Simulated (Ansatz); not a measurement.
# BClF3HSi: up Jacob's ladder to CCSD(T)

The task here is to estimate one member of a computed series from the others.

The runs use Ansatz 0.2.0, Gaussian basis; functionals in def2-TZVPP, the program's frozen cores in correlated methods.

Plan: LDA (SPW92), PBE-D4, revPBE-D4, BLYP-D4, r2SCAN-D4, B97M-V, PBE0-D4, B3LYP-D4, r2SCANh-D4, r2SCAN0-D4, HSE06-D4, BHLYP-D4, CAM-B3LYP-D4, LC-ωPBE, ωB97X-V, ωB97M-V, B2PLYP, PBE-QIDH; CCSD(T)/def2-SVP; CCSD(T)/def2-TZVPP; MP2/def2-QZVPP; extrapolation to the limit; RPA on PBE.

### The geometry

The geometry comes from an earlier relaxation with PBE0-D4 in a triple-zeta def2 set; it is a stationary point, not always the lowest conformer.

SMILES `F[Si](F)(F)BCl`, 7 atoms, charge 0, spin multiplicity 1.

Atoms are counted from 1 here; the program's logs count them from 0.

Bond lengths: F1–Si2 1.578 Å, Si2–F3 1.581 Å, Si2–F4 1.581 Å, Si2–B5 2.010 Å, B5–Cl6 1.727 Å, B5–H7 1.192 Å. Angles: F1–Si2–F3 107.2°, F1–Si2–F4 107.2°, F1–Si2–B5 113.4°, F3–Si2–F4 107.5°, F3–Si2–B5 110.7°, F4–Si2–B5 110.7°, Si2–B5–Cl6 120.1°, Si2–B5–H7 122.3°, Cl6–B5–H7 117.6°.

Set-up of the first run:

File in.yaml:

```yaml
crystal:
  periodic: [false, false, false]
  atoms:
    - {symbol: F, position_ang: [0.162028, -1.080473, 1.685778]}
    - {symbol: Si, position_ang: [0.077635, -0.824831, 0.130561]}
    - {symbol: F, position_ang: [-1.161360, -1.643800, -0.411374]}
    - {symbol: F, position_ang: [1.378189, -1.448387, -0.516757]}
    - {symbol: B, position_ang: [-0.092403, 1.119276, -0.349061]}
    - {symbol: Cl, position_ang: [-0.136912, 2.317371, 0.893465]}
    - {symbol: H, position_ang: [-0.165977, 1.492846, -1.478311]}
basis:
  gaussian: {orbitals: def2-TZVPP}
hamiltonian: {xc: lda}
output: {orbitals: {seedname: orbitals}}
```

Started as:

```
ansatz run in.yaml --threads 4 --pin off --events-out ev --progress --plain --max-ram 10444MiB
```

Steps of the session up to this table: LDA; PBE-D4 (GGA); revPBE-D4 (GGA); BLYP-D4 (GGA); r2SCAN-D4 (meta-GGA); B97M-V (meta-GGA); B3LYP-D4 (hybrid); r2SCANh-D4 (hybrid); r2SCAN0-D4 (hybrid); HSE06-D4 (hybrid); BHLYP-D4 (hybrid); CAM-B3LYP-D4 (range-separated); LC-ωPBE (range-separated); ωB97X-V (range-separated); ωB97M-V (range-separated); B2PLYP (double hybrid); PBE-QIDH (double hybrid).

One of the session's tables, all rows but one given; the rest of the session is left out.

It belongs to the step «Orbital energies across the functionals». 

| functional | HOMO (eV) | LUMO (eV) | gap (eV) |
| --- | --- | --- | --- |
| LDA (SPW92) | -7.54 | -4.20 | 3.33 |
| PBE-D4 | -7.40 | -3.91 | 3.50 |
| revPBE-D4 | -7.34 | -3.79 | 3.56 |
| BLYP-D4 | -7.30 | -3.71 | 3.59 |
| r2SCAN-D4 | -7.69 | -3.66 | 4.04 |
| B97M-V | -7.77 | -3.69 | 4.08 |
| PBE0-D4 | -8.78 | -2.98 | 5.80 |
| B3LYP-D4 | -8.57 | -3.15 | 5.41 |
| r2SCANh-D4 | -8.20 | -3.33 | 4.87 |
| r2SCAN0-D4 | -8.97 | -2.84 | 6.13 |
| HSE06-D4 | -8.38 | -3.37 | 5.01 |
| BHLYP-D4 | -10.07 | -1.91 | 8.17 |
| CAM-B3LYP-D4 | -10.18 | -1.81 | 8.37 |
| LC-ωPBE | -11.52 | -0.64 | 10.88 |
| ωB97X-V | ? | ? | ? |
| ωB97M-V | -10.97 | -0.90 | 10.07 |

**Question.** Estimate the row for ωB97X-V.

**Answer.** HOMO (eV): -11.16; LUMO (eV): -0.71; gap (eV): 10.45. In the column «HOMO (eV)» it lies between LC-ωPBE (-11.52) and ωB97M-V (-10.97).
